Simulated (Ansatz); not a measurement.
Relaxation of a periodic cell of 31 atoms, Al30Ga (host Al, host structure fcc, dopant Ga, one Al atom removed), to a largest force component of 0.03 eV/Å in at most 60 steps.

All numbers below come from Ansatz, DFT PBE-D3(BJ), scalar-relativistic, plane waves, PAW. Settings: PAW set soft_1, cutoff 420 eV, k mesh 3x3x3, gaussian smearing 0.05 eV, no spin polarisation.

```xyz
31
Lattice="8.1000 0.0000 0.0000 0.0000 8.1000 0.0000 0.0000 0.0000 8.1000" Properties=species:S:1:pos:R:3
Al 4.050 0.000 0.000
Al 6.075 2.025 0.000
Al 6.075 0.000 2.025
Al 0.000 0.000 0.000
Al 2.025 2.025 0.000
Al 4.050 4.050 0.000
Al 6.075 6.075 0.000
Al 2.025 0.000 2.025
Ga 4.050 4.050 4.050
Al 6.075 4.050 2.025
Al 4.050 0.000 4.050
Al 6.075 2.025 4.050
Al 6.075 0.000 6.075
Al 0.000 4.050 0.000
Al 2.025 6.075 0.000
Al 0.000 2.025 2.025
Al 2.025 4.050 2.025
Al 4.050 6.075 2.025
Al 0.000 0.000 4.050
Al 2.025 2.025 4.050
Al 6.075 6.075 4.050
Al 2.025 0.000 6.075
Al 4.050 2.025 6.075
Al 6.075 4.050 6.075
Al 0.000 6.075 2.025
Al 0.000 4.050 4.050
Al 2.025 6.075 4.050
Al 0.000 2.025 6.075
Al 2.025 4.050 6.075
Al 4.050 6.075 6.075
Al 0.000 6.075 6.075
```

Problem. Where does it end, and by what steps?

Solution. It converged. Limits of this set-up: coarse k mesh, a small cell, in which the defect meets its images, a typed lattice constant that wasn't relaxed here. After 2 steps the energy has fallen by 0.032 eV; Ga9 moved furthest, 0.07 Å.

| step | energy less start (eV) | largest force component (eV/Å) | accepted |
| --- | --- | --- | --- |
| 0 | 0.0000 | 0.155 | yes |
| 1 | -0.0288 | 0.038 | yes |
| 2 | -0.0323 | 0.015 | yes |

```xyz
31
Lattice="8.1000 0.0000 0.0000 0.0000 8.1000 0.0000 0.0000 0.0000 8.1000" Properties=species:S:1:pos:R:3
Al 4.050 0.018 0.018
Al 6.062 2.024 0.020
Al 6.062 0.020 2.024
Al 0.000 -0.005 -0.005
Al 2.038 2.024 0.020
Al 4.050 4.037 0.010
Al 6.086 6.083 -0.009
Al 2.038 0.020 2.024
Ga 4.050 4.000 4.000
Al 6.071 4.041 2.015
Al 4.050 0.010 4.037
Al 6.071 2.015 4.041
Al 6.086 -0.009 6.083
Al 0.000 4.062 -0.014
Al 2.014 6.083 -0.009
Al 0.000 2.022 2.022
Al 2.029 4.041 2.015
Al 4.050 6.084 2.017
Al 0.000 -0.014 4.062
Al 2.029 2.015 4.041
Al 6.085 6.078 4.059
Al 2.014 -0.009 6.083
Al 4.050 2.017 6.084
Al 6.085 4.059 6.078
Al 0.000 6.085 2.022
Al 0.000 4.060 4.060
Al 2.015 6.078 4.059
Al 0.000 2.022 6.085
Al 2.015 4.059 6.078
Al 4.050 6.078 6.078
Al 0.000 6.077 6.077
```

Whether the end is a true minimum wasn't checked by a vibrational analysis.

The run took 23 s on 4 threads of Arm Neoverse V1 (shared host), peak memory 1.2 GiB.
